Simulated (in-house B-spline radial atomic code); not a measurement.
# Ce⁸⁺: binding energies from hole states

How much more does a second hole in Ce⁸⁺ cost because of the first?

The numbers are computed with in-house B-spline radial atomic code version 1 (Dirac-Hartree-Fock, average of configuration, Fermi nucleus, basis-set limit), except any that are marked as measured or tabulated.

### 1 The system

| Item | Value |
| --- | --- |
| element | cerium (Z = 58) |
| charge | +8 |
| electrons | 50 |
| configuration | [Kr] 4d10 5s2 5p2 |
| Hamiltonian | Dirac-Coulomb |
| nucleus | Fermi, rms radius 4.877 fm |

Outer shells as boxes (Hund's rule):

[Kr] 4d10 5s2 5p2
```
[Kr] core
4d [↑↓][↑↓][↑↓][↑↓][↑↓]
5s [↑↓]
5p [↑ ][↑ ][  ]
```

The boxes draw the filling by Hund's rule, which heavy ions in jj coupling don't follow; these runs average over all states of the configuration.

The run's settings:

```ini
Z = 58
electrons = 50.0
configuration = [Kr] 4d10 5s2 5p2
hamiltonian = dirac
method = hf
spin_polarised = False
nucleus = fermi
rms_radius = 4.8771
mass_number = 140
atomic_mass = 139.905448433
speed_of_light = 137.035999084
```

From the earlier run of the reference: total energy -8845.890149 hartree. Levels, eight at most:

| orbital | occupation | energy (eV) | <r> (bohr) |
| --- | --- | --- | --- |
| 4s1/2 | 2 | -429.55 | 0.6330 |
| 4p1/2 | 2 | -365.51 | 0.6524 |
| 4p3/2 | 4 | -345.69 | 0.6769 |
| 4d3/2 | 4 | -238.66 | 0.7242 |
| 4d5/2 | 6 | -235.11 | 0.7332 |
| 5s1/2 | 2 | -143.43 | 1.388 |
| 5p1/2 | 0.666667 | -125.02 | 1.482 |
| 5p3/2 | 1.33333 | -120.99 | 1.528 |

Single holes known from earlier runs (ΔSCF): 1s 40727.6 eV, 2s 6702.55 eV, 2p3/2 5865.70 eV, 3s 1574.28 eV, 3d3/2 1033.82 eV, 4s 426.23 eV, 4p1/2 362.25 eV, 4p3/2 342.68 eV, 4d3/2 235.91 eV, 4d5/2 232.44 eV, 5s 143.09 eV.

### 2 The 2s and 4d5/2 holes

In configurations, a minus sign after the shell means j = l − 1/2 and a plus sign j = l + 1/2; the count of electrons follows.

Settings: those of step 1 with these lines changed.

```diff
@@ -1,4 +1,4 @@
 Z = 58
-electrons = 50.0
-configuration = [Kr] 4d10 5s2 5p2
+electrons = 48.0
+configuration = 1s2 2s1 2p6 3s2 3p6 3d10 4s2 4p6 4d-4 4d+5 5s2 5p2
 hamiltonian = dirac
```

Main fields of the result record, rounded:

```text
{
  "status": "converged",
  "scf [iteration, energy, orbital gradient]": [
    [1, -8543.26415278, 1.85],
    [2, -8582.90316085, 0.733],
    [3, -8589.01051508, 0.239],
    [4, -8589.67218853, 0.0782],
    [5, -8589.74422832, 0.0266],
    [6, -8589.75374437, 0.00162],
    [7, -8589.75377856, 0.000285],
    [8, -8589.75377912, 1.76e-05],
    [9, -8589.75377912, 4.12e-07]
  ],
  "energy [hartree]": {"total": -8589.75377912, "kinetic": 9194.68275254, "nuclear": -20598.0894365, "coulomb": 2999.73118741, "exact_exchange": -186.078282547},
  "breit [hartree]": {"gaunt": 7.848097, "retardation": -0.8299499, "frequency_dependence": -0.09824291},
  "qed [hartree]": {"self_energy": 5.383903, "uehling": -0.7950893, "wichmann_kroll": 0.0213009},
  "recoil [hartree]": 0.02201388,
  "total_with_corrections [hartree]": -8578.20174587,
  "orbitals [hartree, bohr; first row names the columns]": [
    ["name", "occ", "eps", "<r>"],
    ["1s1/2", 2.0, -1508.9162, 0.024568],
    ["2s1/2", 1.0, -255.05667, 0.10456],
    ["2p1/2", 2.0, -240.5545, 0.087533],
    ["2p3/2", 4.0, -223.85441, 0.093645],
    ["3s1/2", 2.0, -62.23406, 0.27374],
    ["3p1/2", 2.0, -56.435981, 0.26336],
    ["3p3/2", 4.0, -53.001637, 0.27491],
    ["3d3/2", 4.0, -42.851425, 0.24492],
    ["3d5/2", 6.0, -42.07848, 0.249],
    ["4s1/2", 2.0, -18.239666, 0.61709],
    ["4p1/2", 2.0, -15.916234, 0.63172],
    ["4p3/2", 4.0, -15.06746, 0.6548],
    ["4d3/2", 4.0, -11.1328, 0.68726],
    ["4d5/2", 5.0, -10.975891, 0.69508],
    ["5s1/2", 2.0, -6.7941229, 1.2994],
    ["5p1/2", 0.66667, -6.0647776, 1.3691],
    ["5p3/2", 1.3333, -5.8787221, 1.4095]
  ],
  "sum_r [bohr^k]": {"-1": 355.1458, "1": 22.08308, "2": 18.21245},
  "energy_minus_base [hartree]": 256.13637,
  "energy_minus_base_with_corrections [hartree]": 255.504714
}
```

Run time: 1.1 s. Hardware: 1 thread, shared host.

energy_minus_base is the energy less that of the reference run.

### 3 The 2s and 3d3/2 holes

Settings: those of step 2 with these lines changed.

```diff
@@ -2,3 +2,3 @@
 electrons = 48.0
-configuration = 1s2 2s1 2p6 3s2 3p6 3d10 4s2 4p6 4d-4 4d+5 5s2 5p2
+configuration = 1s2 2s1 2p6 3s2 3p6 3d-3 3d+6 4s2 4p6 4d10 5s2 5p2
 hamiltonian = dirac
```

From the record:

```text
{
  "status": "converged",
  "scf [iteration, energy, orbital gradient]": [
    [1, -8502.48830895, 1.95],
    [2, -8549.80181183, 1.01],
    [3, -8557.58331343, 0.309],
    [4, -8558.43033149, 0.0928],
    [5, -8558.52133979, 0.0353],
    [6, -8558.53359633, 0.00172],
    [7, -8558.53363805, 0.000305],
    [8, -8558.53363876, 1.96e-05],
    [9, -8558.53363876, 4.08e-07]
  ],
  "energy [hartree]": {"total": -8558.53363876, "kinetic": 9163.1712325, "nuclear": -20495.0429982, "coulomb": 2956.18696033, "exact_exchange": -182.848833366},
  "breit [hartree]": {"gaunt": 7.809104, "retardation": -0.8273799, "frequency_dependence": -0.09867509},
  "qed [hartree]": {"self_energy": 5.388616, "uehling": -0.7954922, "wichmann_kroll": 0.02131172},
  "recoil [hartree]": 0.02202862,
  "total_with_corrections [hartree]": -8547.01412498,
  "orbitals [hartree, bohr; first row names the columns]": [
    ["name", "occ", "eps", "<r>"],
    ["1s1/2", 2.0, -1510.7425, 0.024569],
    ["2s1/2", 1.0, -256.84766, 0.10451],
    ["2p1/2", 2.0, -242.26738, 0.087448],
    ["2p3/2", 4.0, -225.70542, 0.093599],
    ["3s1/2", 2.0, -63.289349, 0.27238],
    ["3p1/2", 2.0, -57.36124, 0.26194],
    ["3p3/2", 4.0, -54.092166, 0.27317],
    ["3d3/2", 3.0, -44.089486, 0.24489],
    ["3d5/2", 6.0, -43.374204, 0.24623],
    ["4s1/2", 2.0, -18.548413, 0.61098],
    ["4p1/2", 2.0, -16.178917, 0.62457],
    ["4p3/2", 4.0, -15.385371, 0.64688],
    ["4d3/2", 4.0, -11.339825, 0.67509],
    ["4d5/2", 6.0, -11.216493, 0.68348],
    ["5s1/2", 2.0, -6.8457019, 1.2902],
    ["5p1/2", 0.66667, -6.1096727, 1.3592],
    ["5p3/2", 1.3333, -5.9279352, 1.3982]
  ],
  "sum_r [bohr^k]": {"-1": 353.3691, "1": 22.28709, "2": 18.29561},
  "energy_minus_base [hartree]": 287.356511,
  "energy_minus_base_with_corrections [hartree]": 286.692335
}
```

Run time: 1.1 s. Hardware: 1 thread, shared host.

Radial density 4πr²n(r) and radial functions P(r) = rR(r):

| r (bohr) | 4πr²n | 2s1/2 | 3d5/2 | 5p3/2 |
| --- | --- | --- | --- | --- |
| 0.00215 | 9.314 | 0.7049 | 0.0001 | 0.0026 |
| 0.00323 | 17.19 | 0.9512 | 0.0003 | 0.0056 |
| 0.00485 | 29.80 | 1.2361 | 0.0008 | 0.0119 |
| 0.00729 | 47.18 | 1.5133 | 0.0026 | 0.0246 |
| 0.0109 | 65.12 | 1.6715 | 0.0080 | 0.0484 |
| 0.0164 | 75.37 | 1.5217 | 0.0244 | 0.0913 |
| 0.0247 | 72.15 | 0.8111 | 0.0708 | 0.1576 |
| 0.0371 | 69.38 | -0.5648 | 0.1898 | 0.2350 |
| 0.0557 | 84.57 | -2.2390 | 0.4583 | 0.2709 |
| 0.0837 | 88.99 | -3.2146 | 0.9567 | 0.1650 |
| 0.126 | 68.59 | -2.6411 | 1.6256 | -0.1335 |
| 0.189 | 82.02 | -1.1808 | 2.0622 | -0.3877 |
| 0.284 | 62.62 | -0.2429 | 1.7596 | -0.1383 |
| 0.426 | 31.92 | -0.0186 | 0.8683 | 0.4796 |
| 0.640 | 36.28 | 0.0022 | 0.2007 | 0.3849 |
| 0.961 | 13.01 | 0.0006 | 0.0170 | -0.6071 |
| 1.44 | 4.552 | -0.0007 | 0.0004 | -1.0104 |
| 2.17 | 0.5367 | -0.0003 | 0.0000 | -0.4225 |
| 3.26 | 0.004363 | 0.0000 | 0.0000 | -0.0431 |
| 4.89 | 7.558e-07 | 0.0000 | 0.0000 | -0.0006 |

Clear maxima of the radial density (full grid of the record): 0.016, 0.068, 0.23, 0.52 bohr.

X-ray form factor of the spherical density:

| sinθ/λ (1/Å) | f (electrons) |
| --- | --- |
| 0 | 48.000 |
| 0.1 | 46.697 |
| 0.2 | 43.275 |
| 0.3 | 38.819 |
| 0.4 | 34.313 |
| 0.6 | 26.801 |
| 0.8 | 21.430 |
| 1 | 17.803 |
| 1.4 | 13.687 |
| 1.8 | 10.738 |
| 2.5 | 6.771 |
| 4 | 4.156 |
| 6 | 2.518 |

### 4 The 1s and 4p1/2 holes

Settings: those of step 3 with these lines changed.

```diff
@@ -2,3 +2,3 @@
 electrons = 48.0
-configuration = 1s2 2s1 2p6 3s2 3p6 3d-3 3d+6 4s2 4p6 4d10 5s2 5p2
+configuration = 1s1 2s2 2p6 3s2 3p6 3d10 4s2 4p-1 4p+4 4d10 5s2 5p2
 hamiltonian = dirac
```

From the record:

```text
{
  "status": "converged",
  "scf [iteration, energy, orbital gradient]": [
    [1, -7284.00921066, 1.85],
    [2, -7326.65745639, 0.764],
    [3, -7333.55013379, 0.247],
    [4, -7334.28822391, 0.0805],
    [5, -7334.36768146, 0.0283],
    [6, -7334.37824427, 0.00156],
    [7, -7334.37827639, 0.00029],
    [8, -7334.37827703, 1.26e-05],
    [9, -7334.37827703, 4.32e-07]
  ],
  "energy [hartree]": {"total": -7334.37827703, "kinetic": 7819.54398715, "nuclear": -17908.435499, "coulomb": 2914.87935371, "exact_exchange": -160.366118899},
  "breit [hartree]": {"gaunt": 4.100607, "retardation": -0.5527228, "frequency_dependence": -0.05240983},
  "qed [hartree]": {"self_energy": 3.3927, "uehling": -0.4860826, "wichmann_kroll": 0.01301309},
  "recoil [hartree]": 0.02007636,
  "total_with_corrections [hartree]": -7327.94309532,
  "orbitals [hartree, bohr; first row names the columns]": [
    ["name", "occ", "eps", "<r>"],
    ["1s1/2", 1.0, -1534.3949, 0.024495],
    ["2s1/2", 2.0, -257.5233, 0.10333],
    ["2p1/2", 2.0, -245.29271, 0.086467],
    ["2p3/2", 4.0, -227.86626, 0.092633],
    ["3s1/2", 2.0, -62.812419, 0.27239],
    ["3p1/2", 2.0, -57.022683, 0.26176],
    ["3p3/2", 4.0, -53.5312, 0.27313],
    ["3d3/2", 4.0, -42.957162, 0.24406],
    ["3d5/2", 6.0, -42.20518, 0.24782],
    ["4s1/2", 2.0, -18.297598, 0.61424],
    ["4p1/2", 1.0, -16.116819, 0.62299],
    ["4p3/2", 4.0, -15.230668, 0.65098],
    ["4d3/2", 4.0, -11.055268, 0.68711],
    ["4d5/2", 6.0, -11.013416, 0.69349],
    ["5s1/2", 2.0, -6.8246495, 1.2937],
    ["5p1/2", 0.66667, -6.081418, 1.37],
    ["5p3/2", 1.3333, -5.9089024, 1.4022]
  ],
  "sum_r [bohr^k]": {"-1": 308.77, "1": 22.13366, "2": 18.18657},
  "energy_minus_base [hartree]": 1511.51187,
  "energy_minus_base_with_corrections [hartree]": 1505.76336
}
```

Run time: 1.1 s. Hardware: 1 thread, shared host.

### 5 The 4p3/2 and 4d3/2 holes

Settings: those of step 4 with these lines changed.

```diff
@@ -2,3 +2,3 @@
 electrons = 48.0
-configuration = 1s1 2s2 2p6 3s2 3p6 3d10 4s2 4p-1 4p+4 4d10 5s2 5p2
+configuration = 1s2 2s2 2p6 3s2 3p6 3d10 4s2 4p-2 4p+3 4d-3 4d+6 5s2 5p2
 hamiltonian = dirac
```

From the record:

```text
{
  "status": "converged",
  "scf [iteration, energy, orbital gradient]": [
    [1, -8786.95974999, 1.78],
    [2, -8818.81986214, 0.628],
    [3, -8823.05588901, 0.209],
    [4, -8823.52491241, 0.0709],
    [5, -8823.57941359, 0.0224],
    [6, -8823.58588381, 0.00146],
    [7, -8823.5859101, 0.000254],
    [8, -8823.58591048, 1.86e-05],
    [9, -8823.58591049, 4.08e-07]
  ],
  "energy [hartree]": {"total": -8823.58591049, "kinetic": 9468.38076406, "nuclear": -21185.4513608, "coulomb": 3091.21277358, "exact_exchange": -197.728087315},
  "breit [hartree]": {"gaunt": 8.234552, "retardation": -0.8567431, "frequency_dependence": -0.09364686},
  "qed [hartree]": {"self_energy": 5.678748, "uehling": -0.837232, "wichmann_kroll": 0.02241324},
  "recoil [hartree]": 0.02293513,
  "total_with_corrections [hartree]": -8811.41488485,
  "orbitals [hartree, bohr; first row names the columns]": [
    ["name", "occ", "eps", "<r>"],
    ["1s1/2", 2.0, -1501.8265, 0.024568],
    ["2s1/2", 2.0, -250.1737, 0.10461],
    ["2p1/2", 2.0, -235.96907, 0.088026],
    ["2p3/2", 4.0, -219.50527, 0.094199],
    ["3s1/2", 2.0, -60.825304, 0.27674],
    ["3p1/2", 2.0, -54.783994, 0.26692],
    ["3p3/2", 4.0, -51.445853, 0.27915],
    ["3d3/2", 4.0, -41.029322, 0.25049],
    ["3d5/2", 6.0, -40.353082, 0.25375],
    ["4s1/2", 2.0, -17.841266, 0.62493],
    ["4p1/2", 2.0, -15.470715, 0.64198],
    ["4p3/2", 3.0, -14.833652, 0.66371],
    ["4d3/2", 3.0, -10.847045, 0.70226],
    ["4d5/2", 6.0, -10.668236, 0.71135],
    ["5s1/2", 2.0, -6.7372468, 1.31],
    ["5p1/2", 0.66667, -5.99805, 1.3839],
    ["5p3/2", 1.3333, -5.8164353, 1.4254]
  ],
  "sum_r [bohr^k]": {"-1": 365.2731, "1": 21.88262, "2": 18.27873},
  "energy_minus_base [hartree]": 22.3042388,
  "energy_minus_base_with_corrections [hartree]": 22.291575
}
```

Wall time 1.1 s (1 thread, shared host).

### 6 The 2p3/2 and 4s holes

Settings: those of step 5 with these lines changed.

```diff
@@ -2,3 +2,3 @@
 electrons = 48.0
-configuration = 1s2 2s2 2p6 3s2 3p6 3d10 4s2 4p-2 4p+3 4d-3 4d+6 5s2 5p2
+configuration = 1s2 2s2 2p-2 2p+3 3s2 3p6 3d10 4s1 4p6 4d10 5s2 5p2
 hamiltonian = dirac
```

From the record:

```text
{
  "status": "converged",
  "scf [iteration, energy, orbital gradient]": [
    [1, -8564.52862878, 1.88],
    [2, -8605.78733453, 0.973],
    [3, -8612.45782948, 0.296],
    [4, -8613.17268456, 0.0989],
    [5, -8613.249189, 0.0292],
    [6, -8613.25949091, 0.00194],
    [7, -8613.25953252, 0.000347],
    [8, -8613.25953303, 1.98e-05],
    [9, -8613.25953303, 6.14e-07],
    [10, -8613.25953303, 2.28e-08]
  ],
  "energy [hartree]": {"total": -8613.25953303, "kinetic": 9256.05389732, "nuclear": -20672.4492755, "coulomb": 2989.24696187, "exact_exchange": -186.111116738},
  "breit [hartree]": {"gaunt": 7.733033, "retardation": -0.7794915, "frequency_dependence": -0.07629344},
  "qed [hartree]": {"self_energy": 5.650877, "uehling": -0.8369427, "wichmann_kroll": 0.02240255},
  "recoil [hartree]": 0.02318693,
  "total_with_corrections [hartree]": -8601.52276161,
  "orbitals [hartree, bohr; first row names the columns]": [
    ["name", "occ", "eps", "<r>"],
    ["1s1/2", 2.0, -1510.0946, 0.024554],
    ["2s1/2", 2.0, -254.62502, 0.10413],
    ["2p1/2", 2.0, -241.66851, 0.087431],
    ["2p3/2", 3.0, -225.06573, 0.094087],
    ["3s1/2", 2.0, -62.438088, 0.27399],
    ["3p1/2", 2.0, -56.613858, 0.26305],
    ["3p3/2", 4.0, -53.1012, 0.27441],
    ["3d3/2", 4.0, -43.008408, 0.24456],
    ["3d5/2", 6.0, -42.173888, 0.2486],
    ["4s1/2", 1.0, -18.402199, 0.61977],
    ["4p1/2", 2.0, -15.875154, 0.63099],
    ["4p3/2", 4.0, -15.072617, 0.65457],
    ["4d3/2", 4.0, -11.16157, 0.68563],
    ["4d5/2", 6.0, -10.997043, 0.69445],
    ["5s1/2", 2.0, -6.7969829, 1.2951],
    ["5p1/2", 0.66667, -6.074345, 1.3666],
    ["5p3/2", 1.3333, -5.8871883, 1.4071]
  ],
  "sum_r [bohr^k]": {"-1": 356.4282, "1": 22.14275, "2": 18.29343},
  "energy_minus_base [hartree]": 232.630616,
  "energy_minus_base_with_corrections [hartree]": 232.183698
}
```

It took 1.2 s on 1 thread, shared host.

### 7 The 3s and 5s holes

Settings: those of step 6 with these lines changed.

```diff
@@ -2,3 +2,3 @@
 electrons = 48.0
-configuration = 1s2 2s2 2p-2 2p+3 3s2 3p6 3d10 4s1 4p6 4d10 5s2 5p2
+configuration = 1s2 2s2 2p6 3s1 3p6 3d10 4s2 4p6 4d10 5s1 5p2
 hamiltonian = dirac
```

From the record:

```text
{
  "status": "converged",
  "scf [iteration, energy, orbital gradient]": [
    [1, -8738.39287639, 1.97],
    [2, -8775.35477823, 1.31],
    [3, -8781.32188739, 0.352],
    [4, -8781.95110189, 0.106],
    [5, -8782.01796457, 0.07],
    [6, -8782.02717727, 0.00837],
    [7, -8782.02723116, 0.00532],
    [8, -8782.02723296, 0.000863],
    [9, -8782.02723328, 0.0002],
    [10, -8782.02723329, 8.84e-06],
    [11, -8782.02723329, 2.18e-06],
    [12, -8782.02723329, 4.45e-07]
  ],
  "energy [hartree]": {"total": -8782.02723329, "kinetic": 9417.28690356, "nuclear": -21078.0388569, "coulomb": 3073.68634847, "exact_exchange": -194.961628372},
  "breit [hartree]": {"gaunt": 8.187989, "retardation": -0.8558733, "frequency_dependence": -0.09531359},
  "qed [hartree]": {"self_energy": 5.611431, "uehling": -0.827819, "wichmann_kroll": 0.02216542},
  "recoil [hartree]": 0.02265844,
  "total_with_corrections [hartree]": -8769.96199533,
  "orbitals [hartree, bohr; first row names the columns]": [
    ["name", "occ", "eps", "<r>"],
    ["1s1/2", 2.0, -1503.0461, 0.024568],
    ["2s1/2", 2.0, -250.96168, 0.10467],
    ["2p1/2", 2.0, -236.92403, 0.087995],
    ["2p3/2", 4.0, -220.4357, 0.094148],
    ["3s1/2", 1.0, -61.123111, 0.27876],
    ["3p1/2", 2.0, -55.038841, 0.26582],
    ["3p3/2", 4.0, -51.68096, 0.27758],
    ["3d3/2", 4.0, -41.559771, 0.24836],
    ["3d5/2", 6.0, -40.845896, 0.25202],
    ["4s1/2", 2.0, -17.804714, 0.62371],
    ["4p1/2", 2.0, -15.479343, 0.6389],
    ["4p3/2", 4.0, -14.711868, 0.66212],
    ["4d3/2", 4.0, -10.739048, 0.69901],
    ["4d5/2", 6.0, -10.597627, 0.70719],
    ["5s1/2", 1.0, -6.9651544, 1.3143],
    ["5p1/2", 0.66667, -5.8822582, 1.3971],
    ["5p3/2", 1.3333, -5.7096285, 1.4382]
  ],
  "sum_r [bohr^k]": {"-1": 363.421, "1": 21.61355, "2": 17.3569},
  "energy_minus_base [hartree]": 63.862916,
  "energy_minus_base_with_corrections [hartree]": 63.7444645
}
```

Wall time 1.4 s (1 thread, shared host).

### 8 What the holes cost

| two holes | ΔSCF (eV) | less the two single holes (eV) |
| --- | --- | --- |
| 2s and 4d5/2 | 6969.83 | 34.84 |
| 2s and 3d3/2 | 7819.37 | 83.01 |
| 1s and 4p1/2 | 41130.3 | 40.51 |
| 4p3/2 and 4d3/2 | 606.93 | 28.34 |
| 2p3/2 and 4s | 6330.20 | 38.27 |
| 3s and 5s | 1737.80 | 20.42 |

What this shows: Two holes cost more than the sum of each, because the second electron leaves a more charged ion. The excess runs from 20.4 eV (3s and 5s) to 83.0 eV (2s and 3d3/2); it tends to be largest where both holes are compact. Two partly filled shells share a symmetry and can mix in the average, which may lower the energy, in these hole states: 1s and 4p1/2; 4p3/2 and 4d3/2; 2p3/2 and 4s; 3s and 5s; 2p3/2; 4p1/2; 4p3/2. Values are for the free ion, measured from the vacuum level.
